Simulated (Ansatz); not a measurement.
A nudged elastic band was laid between two geometries of a periodic cell of 15 atoms, Zn₈O₆F (host ZnO, host structure P6_3mc, dopant F, one O atom removed), cell charge +1.

Computed with Ansatz 0.2.0, DFT PBE, scalar-relativistic, plane waves, PAW. Settings: PAW set soft_1, cutoff 420 eV, k mesh 2x2x2, fermi-dirac smearing 0.02 eV, no spin polarisation.

```yaml
movable_images: 3
climbing_image: yes
spring: 5.0 eV/Å²
optimiser: quadratic models (default)
start_path: straight line
force_threshold: 0.05 eV/Å
iteration_limit: 63
end_points: relaxed
```

Image 0:

```xyz
15
Lattice="-3.2493 -5.6280 0.0000 4.8740 -2.8140 0.0000 0.0000 0.0000 5.2057" Properties=species:S:1:pos:R:3
Zn 0.133 -3.847 2.563
Zn 1.614 -4.544 0.371
O 0.084 -3.801 4.549
Zn 3.195 -3.816 2.576
Zn -0.036 -1.898 -0.029
O -0.026 -1.934 1.972
O 3.170 -3.819 4.566
Zn 1.577 -0.912 2.561
Zn 3.110 -1.967 0.007
O 3.276 -1.868 1.978
O 1.593 -0.934 4.552
Zn 1.617 -6.318 2.331
Zn -1.479 -4.753 0.021
O -1.653 -4.617 1.980
F 1.615 -6.551 4.524
```

Image 4:

```xyz
15
Lattice="-3.2493 -5.6280 0.0000 4.8740 -2.8140 0.0000 0.0000 0.0000 5.2057" Properties=species:S:1:pos:R:3
Zn -0.149 -3.691 2.630
Zn 1.628 -4.936 -0.265
O 0.022 -3.826 4.589
Zn 3.382 -3.659 2.617
Zn 0.042 -1.903 -0.034
O 0.025 -1.880 1.958
O 3.219 -3.759 4.588
Zn 1.653 -0.916 2.582
Zn 3.296 -1.814 -0.016
O 3.324 -1.804 1.973
O 1.645 -0.881 4.583
Zn 1.632 -6.711 2.985
Zn -1.766 -4.595 -0.033
O -1.714 -4.641 1.953
F 1.631 -4.699 1.921
```

(1) What changes between the two ends?

(2) What energy profile does the band end with?

(3) What is the geometry of the highest image?

## Answers

(1) The atom that moves furthest is F15, by 3.19 Å.

(2) The run converged. The highest image is number 1 of 0 to 4, 1.20 eV above the ends, which have the same energy within 2 meV. Neighbouring images differ by up to 1.2 eV, so the band resolves the path poorly. By the program's own check the climbing image is a first-order saddle point (lowest curvatures found: -1.49 and 0.92 eV/Å²). Limits of this set-up: coarse k mesh, charged cell in a uniform background, uncorrected.

```json
{"image": "0", "path coordinate (Å)": "0.00", "energy (eV)": "0.00"}
{"image": "1", "path coordinate (Å)": "1.72", "energy (eV)": "1.20"}
{"image": "2", "path coordinate (Å)": "2.72", "energy (eV)": "0.73"}
{"image": "3", "path coordinate (Å)": "3.72", "energy (eV)": "0.55"}
{"image": "4", "path coordinate (Å)": "4.72", "energy (eV)": "0.00"}
```

(3) 
```xyz
15
Lattice="-3.2493 -5.6280 0.0000 4.8740 -2.8140 0.0000 0.0000 0.0000 5.2057" Properties=species:S:1:pos:R:3
Zn -0.074 -3.834 2.812
Zn 1.679 -4.803 0.083
O 0.104 -3.643 4.735
Zn 3.493 -3.771 2.660
Zn -0.029 -1.796 0.115
O 0.097 -2.033 2.071
O 3.229 -3.750 4.568
Zn 1.703 -1.020 2.682
Zn 2.999 -1.958 0.008
O 3.232 -2.031 1.931
O 1.565 -0.823 4.643
Zn 1.644 -6.473 1.795
Zn -1.349 -4.701 0.173
O -1.606 -4.781 2.107
F 1.124 -5.695 3.519
```

Time of the run: 20 min on 1 thread of Arm Neoverse V1, with other jobs on the host, peak memory 0.7 GiB.
